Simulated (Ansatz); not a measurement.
# ClGeH₅O₂Si: how energies converge with the basis set

Aim: see how fast density functionals converge with the basis set for ClGeH₅O₂Si.

The runs use Ansatz 0.2.0, Gaussian basis; one geometry, several basis sets.

Plan: PBE0-D4/def2-SVP; ωB97M-V/def2-SVP; PBE0-D4/def2-QZVPP; ωB97M-V/def2-QZVPP; the functionals' def2-TZVPP values are taken from earlier runs.

## 1. The relaxed structure

An earlier PBE0-D4 in a triple-zeta def2 set relaxation fixed the geometry.

SMILES `[OH][Ge]([OH])([SiH3])[Cl]`, 10 atoms, charge 0, spin multiplicity 1.

Atoms are counted from 1 here; the program's logs count them from 0.

Bond lengths: O1–Ge2 1.761 Å, O1–H6 0.962 Å, Ge2–O3 1.772 Å, Ge2–Si4 2.379 Å, Ge2–Cl5 2.173 Å, O3–H7 0.961 Å, Si4–H8 1.482 Å, Si4–H9 1.483 Å, Si4–H10 1.483 Å. Angles: Ge2–O1–H6 112.3°, O1–Ge2–O3 106.5°, O1–Ge2–Si4 109.1°, O1–Ge2–Cl5 109.8°, O3–Ge2–Si4 116.1°, O3–Ge2–Cl5 104.6°, Si4–Ge2–Cl5 110.4°, Ge2–O3–H7 112.0°, Ge2–Si4–H8 108.2°, Ge2–Si4–H9 108.8°, Ge2–Si4–H10 107.5°, H8–Si4–H9 111.0°, H8–Si4–H10 110.6°, H9–Si4–H10 110.7°.

## 2. PBE0-D4 in def2-SVP

Contents of in.yaml:

```yaml
crystal:
  periodic: [false, false, false]
  atoms:
    - {symbol: O, position_ang: [-1.332106, 1.554241, 0.080372]}
    - {symbol: Ge, position_ang: [0.003162, 0.495441, -0.364684]}
    - {symbol: O, position_ang: [1.491719, 1.404559, -0.053870]}
    - {symbol: Si, position_ang: [-0.222218, -1.571736, 0.791264]}
    - {symbol: Cl, position_ang: [-0.000643, 0.167202, -2.512318]}
    - {symbol: H, position_ang: [-1.174680, 2.468237, -0.174881]}
    - {symbol: H, position_ang: [2.102036, 1.360392, -0.794896]}
    - {symbol: H, position_ang: [-1.528494, -2.167953, 0.424048]}
    - {symbol: H, position_ang: [-0.148460, -1.313283, 2.249457]}
    - {symbol: H, position_ang: [0.892784, -2.448299, 0.358406]}
basis:
  gaussian: {orbitals: def2-SVP}
hamiltonian: {xc: pbe0, dispersion: d4}
output: {orbitals: {seedname: orbitals}}
```

Started as:

```console
> ansatz run in.yaml --threads 4 --pin off --events-out ev --progress --plain --max-ram 10444MiB
```

After this run come: ωB97M-V in def2-SVP; PBE0-D4 in def2-QZVPP; ωB97M-V in def2-QZVPP.

Before running them: what should the planned runs give, taken together? Wanted: PBE0-D4: double and triple zeta above quadruple; ωB97M-V: double and triple zeta above quadruple.

As calculated:

```
                                       quantity           value
PBE0-D4: double and triple zeta above quadruple  21.70, 2.11 eV
ωB97M-V: double and triple zeta above quadruple  21.70, 2.03 eV
```

**Reading.** PBE0-D4 gains 19.59 eV from double to triple zeta, then 2.11 eV more. These are total energies; as a rule much of such shifts cancels in differences, which this series doesn't test. The LUMO of ωB97M-V is positive and keeps falling with the basis (1.89 to 1.08 eV): an unbound level that the basis holds in place.
